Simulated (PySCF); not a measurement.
# The bond of AsO−, level by level

What are the lowest state that PBE0 finds, the bond length, vibrational wavenumber and bond energy of AsO−, and how much do these hang on the method?

The runs use PySCF 2.14.0; As def2-TZVPPD, O def2-TZVPPD, no relativity.

3 further runs of the same task are left out: 3 set aside as unsound or not needed.

## (1) The job

A driver script around PySCF takes these settings:

```
atoms                         : As, O
charge                        : -1
basis                         : As def2-TZVPPD, O def2-TZVPPD
Hamiltonian                   : no relativity
basis functions               : 94
electrons treated             : 42
masses in u                   : 74.9216, 15.9949
levels                        : PBE0, PBE, r²SCAN, M06, M06-2X, B3LYP, BLYP, M06-L, ωB97M-V, MP2, SCS-MP2, CCSD, CCSD(T)
grid                          : 80 radial by 434 angular points
occupations                   : held fixed by the projection of orbital angular momentum
dissociation limit            : As + O−, each in its ground configuration
starting distance in angstrom : 1.875
values of 2S to try           : 0, 2, 4
```

The run is started by

```console
$ OMP_NUM_THREADS=2 python dia.py task.json out
```

Further steps of the session: The PBE0 curve of the state that the search chose; Other states along the same grid; PBE (GGA); r²SCAN (meta-GGA); M06; M06-2X; B3LYP (global hybrid GGA); BLYP; M06-L (meta-GGA); ωB97M-V; Adding correlation.

Before running it: what results should come out? Wanted: for each run, Re; ωe; De; μ.

The runs gave:

Lowest PBE0 solution found, without spin–orbit coupling: ³Σ⁻ (triplet), unpaired electrons π ↑↑. State 2 has its PBE0 minimum 0.26 eV higher, as a spin-mixed determinant (⟨S²⟩ = 1.01), so this is no gap between pure states. The other levels ran on the lowest alone.

```csv
level,Re (Å),ωe (cm⁻¹),De (eV),μ (D)
ROHF-MP2,1.702,849,4.96,n/a
ROHF-SCS-MP2,1.699,848,4.75,n/a
ROHF-CCSD,1.689,855,4.36,n/a
ROHF-CCSD(T),1.703,819,4.59,n/a
PBE,1.717,790,5.06,-2.03
BLYP,1.732,761,4.89,-2.19
r²SCAN,1.696,835,4.93,-1.95
M06-L,1.700,823,5.09,-1.83
B3LYP,1.703,824,4.73,-2.26
PBE0,1.688,858,4.77,-2.13
M06,1.689,854,4.91,-2.24
M06-2X,1.689,871,4.62,-2.50
ωB97M-V,1.688,868,4.69,-2.35
```

De is counted to As + O− in their ground configurations. A positive dipole points from As to O; in an ion it is taken about the centre of mass and does not tell which atom is negative.

The methods spread over 0.044 Å in bond length, from ωB97M-V to BLYP. Of the levels with a De here, ROHF-CCSD gives the least (4.36 eV) and M06-L the most (5.09 eV).

Correlated steps freeze 10 core orbitals. T1 is 0.029 near the minimum (highest on the curve 0.051), which may point to more than one leading configuration. With some functionals the highest level of the anion is positive, from self-interaction error or because the anion is truly unbound there; the finite basis then holds the extra electron, and no neutral molecule was run to test the binding.
